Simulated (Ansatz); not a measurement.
# C₆H₁₃N: vertical ionisation energy

How much energy removes an electron from C₆H₁₃N at fixed geometry? The cation is run at each level and the neutral's energy taken from earlier runs.

Method: unrestricted cation, the program's frozen cores in correlated methods; program: Ansatz 0.2.0, Gaussian basis.

Levels to be run: UKS PBE-D4/def2-TZVPP; UKS r2SCAN-D4/def2-TZVPP; UKS PBE0-D4/def2-TZVPP; UKS B3LYP-D4/def2-TZVPP; UKS wB97X-V/def2-TZVPP; UKS wB97M-V/def2-TZVPP; UKS B2PLYP/def2-TZVPP; UHF-CCSD(T)/def2-TZVPP; UHF-MP2/def2-QZVPP; extrapolation to the limit; then −ε(HOMO) from the neutral's earlier runs with LDA (SPW92), PBE-D4, revPBE-D4, BLYP-D4, r2SCAN-D4, B97M-V, PBE0-D4, B3LYP-D4, r2SCANh-D4, r2SCAN0-D4, HSE06-D4, BHLYP-D4, CAM-B3LYP-D4, LC-ωPBE, ωB97X-V, ωB97M-V.

## 1. The geometry

All runs share one geometry, relaxed beforehand with PBE0-D4 in a triple-zeta def2 set.

20 atoms, charge 0, spin multiplicity 1.

Atoms are counted from 1 here; the program's logs count them from 0.

Bond lengths: C1–C2 1.526 Å, C1–C7 1.526 Å, C1–H8 1.094 Å, C1–H9 1.095 Å, C2–C3 1.522 Å, C2–H10 1.095 Å, C2–H11 1.098 Å, C3–C4 1.523 Å, C3–H12 1.095 Å, C3–H13 1.096 Å, C4–N5 1.452 Å, C4–H14 1.103 Å, C4–H15 1.094 Å, N5–C6 1.449 Å, N5–H16 1.009 Å, C6–C7 1.526 Å, C6–H17 1.095 Å, C6–H18 1.104 Å and more. Angles: C2–C1–C7 112.8°, C2–C1–H8 108.0°, C2–C1–H9 110.3°, C7–C1–H8 108.6°, C7–C1–H9 110.2°, H8–C1–H9 106.7°, C1–C2–C3 115.7°, C1–C2–H10 109.3°, C1–C2–H11 107.9°, C3–C2–H10 108.4°, C3–C2–H11 109.2°, H10–C2–H11 105.9°, C2–C3–C4 115.3°, C2–C3–H12 109.4°, C2–C3–H13 108.8°, C4–C3–H12 106.9°, C4–C3–H13 109.1°, H12–C3–H13 107.0° and more.

As a file:

```xyz
20
C6H13N
C     1.0037    0.3018    1.1193
C     1.5959   -0.3938   -0.1033
C     0.6499   -1.3122   -0.8637
C    -0.6995   -0.7032   -1.2213
N    -1.5072   -0.4756   -0.0358
C    -1.4534    0.8490    0.5501
C    -0.0307    1.3629    0.7539
H     1.8218    0.7847    1.6628
H     0.5655   -0.4349    1.8007
H     2.4728   -0.9754    0.2003
H     1.9700    0.3817   -0.7843
H     0.4475   -2.2052   -0.2631
H     1.1463   -1.6495   -1.7810
H    -0.5621    0.2127   -1.8200
H    -1.2329   -1.4089   -1.8648
H    -2.4682   -0.7334   -0.2029
H    -1.9567    0.7888    1.5212
H    -2.0024    1.6015   -0.0430
H    -0.0703    2.1350    1.5282
H     0.3101    1.8740   -0.1532
```

## 2. Cation, UKS PBE-D4/def2-TZVPP

in.yaml reads:

```yaml
crystal:
  periodic: [false, false, false]
  atoms:
    - {symbol: C, position_ang: [1.003688, 0.301785, 1.119336]}
    - {symbol: C, position_ang: [1.595917, -0.393838, -0.103277]}
    - {symbol: C, position_ang: [0.649865, -1.312182, -0.863702]}
    - {symbol: C, position_ang: [-0.699525, -0.703214, -1.221349]}
    - {symbol: N, position_ang: [-1.507170, -0.475633, -0.035835]}
    - {symbol: C, position_ang: [-1.453438, 0.849022, 0.550088]}
    - {symbol: C, position_ang: [-0.030750, 1.362945, 0.753938]}
    - {symbol: H, position_ang: [1.821839, 0.784667, 1.662765]}
    - {symbol: H, position_ang: [0.565466, -0.434933, 1.800656]}
    - {symbol: H, position_ang: [2.472785, -0.975409, 0.200308]}
    - {symbol: H, position_ang: [1.970023, 0.381698, -0.784254]}
    - {symbol: H, position_ang: [0.447503, -2.205213, -0.263130]}
    - {symbol: H, position_ang: [1.146262, -1.649480, -1.780995]}
    - {symbol: H, position_ang: [-0.562113, 0.212731, -1.820013]}
    - {symbol: H, position_ang: [-1.232927, -1.408879, -1.864778]}
    - {symbol: H, position_ang: [-2.468169, -0.733387, -0.202875]}
    - {symbol: H, position_ang: [-1.956702, 0.788799, 1.521205]}
    - {symbol: H, position_ang: [-2.002357, 1.601508, -0.043017]}
    - {symbol: H, position_ang: [-0.070296, 2.134970, 1.528155]}
    - {symbol: H, position_ang: [0.310065, 1.874012, -0.153229]}
basis:
  gaussian: {orbitals: def2-TZVPP}
total_charge: 1
magnetization: {spin_polarized: true, initial_magnetization: 1}
hamiltonian: {xc: pbe, dispersion: d4}
```

The run is started by

```
$ ansatz run in.yaml --threads 2 --pin off --events-out ev --progress --plain --max-ram 32768MiB --backend cuda --devices 0, --max-vram 18GiB
```

Further steps of the session: Cation, UKS r2SCAN-D4/def2-TZVPP; Cation, UKS PBE0-D4/def2-TZVPP; Cation, UKS B3LYP-D4/def2-TZVPP; Cation, UKS wB97X-V/def2-TZVPP; Cation, UKS wB97M-V/def2-TZVPP; Cation, UKS B2PLYP (frozen core)/def2-TZVPP; Cation, UHF-CCSD(T)/def2-TZVPP; Cation, UHF-MP2/def2-QZVPP.

Q: Predict the results of all the runs planned. Wanted: ionisation energy, CCSD(T)/CBS; nearest functional by difference; nearest −ε(HOMO); −ε(HOMO) of PBE; T1 of the cation.

The runs gave:

```
                        quantity               value
  ionisation energy, CCSD(T)/CBS             8.55 eV
nearest functional by difference  ωB97M-V (-0.18 eV)
                nearest −ε(HOMO)  ωB97M-V (-0.03 eV)
                 −ε(HOMO) of PBE             4.75 eV
                T1 of the cation               0.017
```

By cation minus neutral, the functionals miss by 0.48 eV at most. The PBE orbital energy is 3.8 eV too small: a semilocal HOMO is no ionisation energy. Among orbital estimates ωB97M-V comes nearest. Hartree-Fock falls 1.40 eV short, as the neutral has more correlation energy than the cation.
